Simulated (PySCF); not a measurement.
**C2H4Ge: NMR shifts and spin-spin couplings**

Aim: predict the NMR shifts and spin-spin couplings of C2H4Ge (`C#[C][GeH3]`).

Programs: PySCF 2.14.0, with density-fitted response routines of our own. Each step states its level of theory. These are calculated values for one molecule in the gas phase, unless marked as measured. Atoms count from 0, in the outputs and in this text.

### Step 1. The starting structure

7 atoms, charge 0, multiplicity 1; geometry from: GFN2-xTB.

Bonds of the start (Å): C0–C1 1.20, C1–Ge2 1.89, C0–H3 1.05, Ge2–H4 1.49, Ge2–H5 1.49, Ge2–H6 1.49.

### Step 2. Shielding tensors: PBE0/pcSseg-1

The job: settings as JSON, then the geometry in Å.

```
{"job": {"kind": "nmr", "xc": "PBE0", "basis": "pcSseg-1"}, "charge": 0, "multiplicity": 1}
C      1.980366    -0.250219    -0.005938
C      0.786916    -0.099435    -0.004759
Ge    -1.088293     0.139196    -0.002617
H      3.024994    -0.383702    -0.007293
H     -1.701053    -0.849943    -0.934997
H     -1.398881     1.526191    -0.452152
H     -1.600715    -0.077183     1.380678
```

Method: GIAO PBE0/pcSseg-1 NMR shielding, non-relativistic, gas phase.

The log of the run:

```text
coarse grid: 27664 points
cycle   1  E = -2154.8801560629  dE = -4.495e-01  |g| = 8.997e-01  |ddm| = 2.681e+00
cycle   2  E = -2154.8635985906  dE =  1.656e-02  |g| = 8.980e-01  |ddm| = 1.050e+00
cycle   3  E = -2154.9443064108  dE = -8.071e-02  |g| = 7.269e-02  |ddm| = 5.926e-01
cycle   4  E = -2154.9447300611  dE = -4.237e-04  |g| = 3.258e-02  |ddm| = 6.294e-02
cycle   5  E = -2154.9449789389  dE = -2.489e-04  |g| = 7.679e-03  |ddm| = 2.470e-02
cycle   6  E = -2154.9449937365  dE = -1.480e-05  |g| = 1.084e-03  |ddm| = 6.430e-03
cycle   7  E = -2154.9449940023  dE = -2.658e-07  |g| = 3.135e-04  |ddm| = 1.150e-03
final grid: 56944 points
cycle   8  E = -2154.9449900203  dE =  1.658e-09  |g| = 3.513e-04  |ddm| = 8.418e-04
cycle   9  E = -2154.9449899896  dE =  3.078e-08  |g| = 4.961e-04  |ddm| = 7.361e-04
cycle  10  E = -2154.9449900517  dE = -6.213e-08  |g| = 1.460e-04  |ddm| = 4.218e-04
cycle  11  E = -2154.9449900571  dE = -5.401e-09  |g| = 1.025e-05  |ddm| = 1.025e-04
cycle  12  E = -2154.9449900571  dE = -9.550e-12  |g| = 1.518e-06  |ddm| = 5.774e-06
converged SCF energy = -2154.9449900571

GIAO shielding tensors (ppm)
atom      isotropic    diamagn.    paramagn.     s11        s22        s33       span
  0 C       82.086     259.415    -177.329     -5.596     -5.590    257.445    263.041
  1 C      104.307     267.306    -162.999     10.323     10.329    292.269    281.947
  2 Ge    1614.666    2754.316   -1139.650   1587.092   1587.329   1669.576     82.484
  3 H       29.965      32.985      -3.019     24.698     24.698     40.500     15.802
  4 H       27.816      27.684       0.132     21.020     22.870     39.560     18.540
  5 H       27.819      27.689       0.130     21.020     22.870     39.568     18.548
  6 H       27.817      27.688       0.129     21.020     22.869     39.563     18.542
```

It took 4.6 s on 1 thread, shared host.

Shifts follow as δ = σ(reference) − σ, with reference shieldings (ppm) from runs at the same level and on the same kind of geometry: ¹H TMS 31.72, ¹³C TMS 186.9, ⁷³Ge GeMe4 1331. The references are single molecules in the gas phase. Atoms listed in one row are averaged.

```tsv
atoms	environment	σ (ppm)	δ (ppm)
C0	terminal alkyne carbon	82.1	104.8
C1	alkyne carbon	104.3	82.6
H4, H5, H6	hydrogen on a germanium bonded to C	27.82	3.90
H3	hydrogen on a terminal alkyne carbon	29.97	1.75
Ge2	germanium bonded to C, 3 H	1615	-284
```

The run also stored atomic charges by several schemes (e):

```tsv
atoms	Mulliken	IAO	Hirshfeld	ESP fit
C0	-0.27	-0.20	-0.10	-0.36
C1	-0.16	-0.30	-0.16	-0.12
Ge2	0.38	0.54	0.34	0.33
```

Mayer bond orders: C0–C1 2.68, C1–Ge2 0.81.

### Step 3. J couplings: B3LYP/pcSseg-1+pcJ-1

Same as in step 2 but for these lines:

```diff
@@ -1,2 +1,2 @@
-{"job": {"kind": "nmr", "xc": "PBE0", "basis": "pcSseg-1"}, "charge": 0, "multiplicity": 1}
+{"job": {"kind": "j", "xc": "B3LYP", "basis": "pcJ-1"}, "charge": 0, "multiplicity": 1}
 C      1.980366    -0.250219    -0.005938
```

With the program's defaults for keys left out, this is: B3LYP/pcJ-1 Ge:pcSseg-1 indirect spin-spin coupling, non-relativistic, gas phase.

The log of the run:

```text
coarse grid: 27664 points
cycle   1  E = -2155.3059343236  dE = -4.538e-01  |g| = 9.743e-01  |ddm| = 2.564e+00
cycle   2  E = -2155.2718339975  dE =  3.410e-02  |g| = 1.029e+00  |ddm| = 1.066e+00
cycle   3  E = -2155.3819371464  dE = -1.101e-01  |g| = 8.232e-02  |ddm| = 6.570e-01
cycle   4  E = -2155.3825645069  dE = -6.274e-04  |g| = 4.313e-02  |ddm| = 7.902e-02
cycle   5  E = -2155.3829869393  dE = -4.224e-04  |g| = 1.099e-02  |ddm| = 3.118e-02
cycle   6  E = -2155.3830195772  dE = -3.264e-05  |g| = 1.135e-03  |ddm| = 9.033e-03
cycle   7  E = -2155.3830199244  dE = -3.472e-07  |g| = 3.945e-04  |ddm| = 1.389e-03
final grid: 56944 points
cycle   8  E = -2155.3830077270  dE =  7.005e-09  |g| = 4.556e-04  |ddm| = 8.315e-04
cycle   9  E = -2155.3830076743  dE =  5.263e-08  |g| = 6.567e-04  |ddm| = 7.818e-04
cycle  10  E = -2155.3830077612  dE = -8.683e-08  |g| = 2.074e-04  |ddm| = 5.003e-04
cycle  11  E = -2155.3830077718  dE = -1.059e-08  |g| = 5.952e-06  |ddm| = 1.276e-04
cycle  12  E = -2155.3830077718  dE = -6.821e-12  |g| = 8.005e-07  |ddm| = 7.062e-06
converged SCF energy = -2155.3830077718

Indirect spin-spin couplings (Hz)
  i      j    bonds     total        FC       PSO       DSO        SD
  0 C    1 C    1    177.378   158.720     6.930     0.142    11.587
  0 C    3 H    1    256.023   256.164    -1.255     0.418     0.696
  0 C    4 H    3      4.192     4.295     0.429    -0.493    -0.039
  0 C    5 H    3      4.162     4.265     0.429    -0.493    -0.039
  0 C    6 H    3      4.177     4.280     0.429    -0.493    -0.039
  1 C    3 H    2     47.405    41.676     5.903    -1.086     0.912
  1 C    4 H    2      7.140     7.605     0.089    -0.617     0.062
  1 C    5 H    2      7.130     7.597     0.090    -0.618     0.062
  1 C    6 H    2      7.135     7.602     0.089    -0.618     0.062
  3 H    4 H    4     -2.465    -1.971     1.050    -1.564     0.020
  3 H    5 H    4     -2.474    -1.979     1.051    -1.565     0.020
  3 H    6 H    4     -2.470    -1.975     1.051    -1.565     0.020
  4 H    5 H    2      6.873    10.583     1.418    -5.179     0.051
  4 H    6 H    2      6.849    10.555     1.417    -5.173     0.051
  5 H    6 H    2      6.894    10.606     1.419    -5.181     0.051
```

Wall time 11 s (1 thread, shared host).

A choice of the couplings up to four bonds, sorted by the number of bonds, with means over like pairs; isotopes 13C, 1H:

```tsv
pair	bonds	J (Hz)	Fermi contact (Hz)
C0–H3	1	256.0	256.2
C0–C1	1	177.4	158.7
C1–H3	2	47.4	41.7
C1–H4	2	7.1	7.6
H4–H5	2	6.9	10.6
C0–H4	3	4.2	4.3
H3–H4	4	-2.5	-2.0
```

The response was solved for the nuclei of C, H alone, so couplings that need other nuclei can be missing.

Quadrupole couplings from the field gradients of the same density:

```tsv
atom	isotope	eQq/h (MHz)	η
Ge2	73Ge	-39.9	0.00
```

Joined with the shifts from before (PBE0/pcSseg-1, unscaled), the couplings predict the line list below for 600 MHz.

¹H NMR δ 3.90 (d, J = 2.5 Hz, 3H), 1.75 (q, J = 2.5 Hz, 1H).

### Step 4. Outcome

```
                                                              quantity                    value
                                ¹³C shifts against TMS (PBE0/pcSseg-1)          104.8, 82.6 ppm
¹H shifts against TMS (PBE0/pcSseg-1, means over atoms taken as alike)           3.90, 1.75 ppm
                             ⁷³Ge shifts against GeMe4 (PBE0/pcSseg-1)                 -284 ppm
                  largest coupling of the table (B3LYP/pcSseg-1+pcJ-1)  ¹J(C,H) C0–H3, 256.0 Hz
```

At PBE0/pcSseg-1: The largest span, 282 ppm, is at C1, where the paramagnetic term is -163 ppm. In the run at B3LYP/pcSseg-1+pcJ-1, the largest coupling of the table is C0–H3, 256.0 Hz, of which the Fermi-contact term gives 256.2 Hz. Spin-orbit coupling is left out, which matters for shieldings and couplings at and beside the heavy atoms.
